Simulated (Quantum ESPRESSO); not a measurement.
NbRu3C5:

```
Nb Ru C
1.0
     5.96023    0.00000    0.00000
    -2.98012    5.16171    0.00000
     0.00000    0.00000    3.63352
Nb Ru C
1 3 5
Direct
  0.00000 0.00000 0.00000
  0.59648 0.00000 0.00000
  0.00000 0.59648 0.00000
  0.40352 0.40352 0.00000
  0.23298 0.00000 0.50000
  0.00000 0.23298 0.50000
  0.76702 0.76702 0.50000
  0.33333 0.66667 0.50000
  0.66667 0.33333 0.50000
```

The cell was built by a generator and needn't be a form met in nature.

Base run:

```yaml
Program: Quantum ESPRESSO 7.5
Functional: PBE
Dispersion: rVV10
Potentials_or_basis: PseudoDojo 0.4.1 SR PBEsol standard
Cutoff: 1143 eV
Density_cutoff: 4572 eV
k_mesh: 5 × 5 × 7
Occupations: fermi-dirac, width 0.05 eV
Spin: no spin polarisation
```

Its results: band gap on the k mesh none (metal or under the smearing width); pressure -26.2 GPa; largest force 3.035 eV/Å.

Problem. The run is repeated on the same cell with these changes: dispersion from rVV10 to D3(BJ). What comes out?

Solution. Band gap on the k mesh none (metal or under the smearing width); pressure -16.2 GPa; largest force 2.558 eV/Å.

Caveats: the potentials were made for another functional, which shifts forces and pressure; so large a pressure means that the cell lies far from this level's equilibrium, or that cutoff or potentials fall short; pairwise dispersion overbinds metals, which lowers pressure and volume; rVV10's parameter b was fitted to another functional (some runs).

Not every run made on this cell is shown here.
